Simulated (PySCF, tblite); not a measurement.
# C7H11ClO2: geometry, infrared bands and NMR shifts

What infrared bands and NMR shifts should C7H11ClO2 (`CC/C(C(=O)Cl)=C(\C)OC`) show?

Programs: tblite 0.8.0 and PySCF 2.14.0, with density-fitted response routines of our own. Each step states its level of theory. These are calculated values for one molecule in the gas phase, unless marked as measured. Atoms count from 0, in the outputs and in this text.

## Step 1: The molecule as given

21 atoms, charge 0, multiplicity 1; geometry from: force field or distance geometry start.

Bonds of the start (Å): C0–C1 1.54, C1–C2 1.43, C2–C3 1.48, C3–O4 1.25, C3–Cl5 1.74, C2–C6 1.32, C6–C7 1.45, C6–O8 1.40, O8–C9 1.42, C0–H10 1.13, C0–H11 1.09, C0–H12 1.13, C1–H13 1.08, C1–H14 1.12, C7–H15 1.07, C7–H16 1.13, C7–H17 1.14, C9–H18 1.11, C9–H19 1.11, C9–H20 1.10.

## Step 2: Geometry optimisation with GFN2-xTB

Job settings and geometry (Å):

```
{"job": {"kind": "relax", "xc": "GFN2-xTB", "basis": "xTB"}, "charge": 0, "multiplicity": 1}
C      2.468500    -0.468600     0.748900
C      1.575000    -0.750200    -0.473100
C      0.522400     0.217700    -0.501400
C      0.856900     1.650200    -0.621700
O     -0.045400     2.522000    -0.644700
Cl     2.506700     2.207000    -0.697400
C     -0.752300    -0.134400    -0.451200
C     -1.241200    -1.494300    -0.335100
O     -1.701800     0.896000    -0.494800
C     -2.622600     1.115100     0.559100
H      2.236100    -1.301900     1.474100
H      3.530600    -0.540800     0.509900
H      2.151200     0.516800     1.189400
H      1.352300    -1.806400    -0.434200
H      2.185200    -0.611400    -1.404600
H     -0.620300    -2.325000    -0.581500
H     -1.667900    -1.644700     0.697600
H     -2.158300    -1.560600    -1.005500
H     -3.252700     1.984100     0.279600
H     -2.105400     1.344300     1.519800
H     -3.225900     0.202100     0.666200
```

Launch:

```bash
> OMP_NUM_THREADS=1 python probes_run.py task.json out
```

One launch serves the whole session: the jobs run in the order shown.

**Question.** This job is followed by: GFN2-xTB harmonic vibrations, gas phase; GIAO PBE0/pcSseg-1 NMR shielding, non-relativistic, gas phase. Predict these results of the whole session: strongest single infrared mode (GFN2-xTB); zero-point energy (GFN2-xTB); ¹³C shifts against TMS (PBE0/pcSseg-1); ¹H shifts against TMS (PBE0/pcSseg-1, means over atoms taken as alike); ¹⁷O shifts against H2O (PBE0/pcSseg-1); ³⁵Cl shifts against HCl (PBE0/pcSseg-1); surface potential, 1st and 99th percentile.

The runs gave:

```
                                                              quantity                                            value
                             strongest single infrared mode (GFN2-xTB)                            1572 cm⁻¹, 455 km/mol
                                          zero-point energy (GFN2-xTB)                                   104.6 kcal/mol
                                ¹³C shifts against TMS (PBE0/pcSseg-1)  177.7, 169.2, 115.9, 55.5, 28.6, 17.6, 16.2 ppm
¹H shifts against TMS (PBE0/pcSseg-1, means over atoms taken as alike)                       3.94, 2.61, 2.14, 1.10 ppm
                                ¹⁷O shifts against H2O (PBE0/pcSseg-1)                                 564.6, 160.8 ppm
                               ³⁵Cl shifts against HCl (PBE0/pcSseg-1)                                          429 ppm
                                 surface potential, 1st and 99th percentile                               -1.83 V and 1.48 V
```

**Reading.** Relaxing lowered the energy by 1.248 eV in 126 steps; the close pair that moved most is C1–C2, from 1.430 to 1.507 Å. All 57 modes are real, so the xTB geometry is a minimum. The strongest single mode, at 1572 cm⁻¹, moves mainly C6 and C2. GFN2-xTB is a fitted tight-binding method: band positions and strengths are rough. Its intensities can rank the bands wrongly. C6 (alkene carbon bearing oxygen) lies farthest downfield among carbon, at 177.7 ppm; an sp2 carbon further deshielded by the attached heteroatom. The most deshielded hydrogen is H18, H19, H20 (mean) (hydrogen on a methyl carbon bonded to O), at 3.94 ppm: its carbon carries O, hence the downfield position. At PBE0/pcSseg-1: The largest span, 822 ppm, is at O4, where the paramagnetic term is -629 ppm. At PBE0/pcSseg-1, counted by nearest atom on the grid, the HOMO lies on C2 35 %; O8 17 %, the LUMO on C6 29 %; C3 23 %.
